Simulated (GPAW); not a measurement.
Set up this calculation in GPAW 26.7.0, as an ASE script.

| Quantity | Value |
| --- | --- |
| Task | density of states |
| Functional | PBE |
| Potentials or basis | GPAW PAW data sets (gpaw-data 1.2.1) |
| Cutoff | 800 eV |
| Basis | pw |
| k mesh | 9 × 9 × 6 |
| Occupations | fermi-dirac, width 0.05 eV |
| Spin | no spin polarisation |
| Hubbard terms | Ta d U = 8 eV |
| Maxiter | 150 |
| k mesh for the DOS | 13 × 13 × 9 |
| Dos width | 0.2 eV |

The structure of TaO lies in POSCAR:

```
TaO
1.0
    3.0661116177      0.0000000000      0.0000000000
   -1.5330558089      2.6553305518      0.0000000000
    0.0000000000      0.0000000000      3.8550200000
Ta O
1 1
Direct
    0.0000000000      0.0000000000      0.5000000000
    0.0000000000      0.0000000000      0.0000000000
```

The cell was built by a generator and needn't be a form met in nature.

These files were run (other wordings do the same):

run.py

```python
import numpy as np
from ase.dft.bandgap import bandgap
from ase.io import read, write
from ase.units import GPa
from gpaw import GPAW, PW

atoms = read('POSCAR')

calc = GPAW(mode=PW(800),
            xc='PBE',
            kpts={'size': (9, 9, 6), 'gamma': True},
            occupations={'name': 'fermi-dirac', 'width': 0.05},
            setups={'Ta': ':d,8.0'},
            nbands=20,
            convergence={'density': 1e-05, 'energy': 1e-05},
            maxiter=150,
            txt='gpaw.txt')
atoms.calc = calc
energy = atoms.get_potential_energy()
forces = atoms.get_forces()
stress = atoms.get_stress()
calc.write('gs.gpw')
write('result.traj', atoms)
print(f'Energy: {energy:.6f} eV')
print('Forces (eV/A):')
print(forces.round(4))
print('Stress (GPa):', (stress / GPa).round(3))
print('Fermi level:', round(calc.get_fermi_level(), 4), 'eV')
print(f'Gap: {bandgap(calc)[0]:.4f} eV, direct: {bandgap(calc, direct=True)[0]:.4f} eV')

dense = calc.fixed_density(kpts={'size': (13, 13, 9), 'gamma': True}, update_fermi_level=True,
                           nbands=31, convergence={'bands': 'CBM+6.0', 'eigenstates': 1e-6}, txt='dos.txt')
ef = dense.get_fermi_level()
dos = dense.dos(shift_fermi_level=False)
energies = np.linspace(ef - 14, ef + 6, 401)
spins = [None]
columns = [energies] + [dos.raw_dos(energies, spin=s, width=0.2) for s in spins]
for symbol, l in [('O', 0), ('O', 1), ('Ta', 0), ('Ta', 1), ('Ta', 2)]:
    for s in spins:
        columns.append(sum(dos.raw_pdos(energies, a=a.index, l=l, spin=s, width=0.2)
                           for a in atoms if a.symbol == symbol))
np.savetxt('dos.dat', np.array(columns).T, fmt='%.4f')
print('Fermi level on the dense mesh:', round(ef, 4), 'eV')
```

Potentials or basis: GPAW PAW data sets (gpaw-data 1.2.1), pw.

Command:

```bash
$ OMP_NUM_THREADS=1 python run.py
```

It gave:

```json
{
 "Pressure": "13.3 GPa",
 "Band gap on the k mesh": "none (metal or under the smearing width)",
 "Density of states at the Fermi level": "1.15 states/eV per cell"
}
```

Caveat: an odd number of electrons without spin polarisation forces a metal; a magnetic or distorted state may lie lower; U without spin polarisation on a metal has little footing.

It took 69 s on 1 thread of Arm Neoverse V2 (shared host), peak memory 0.32 GiB.
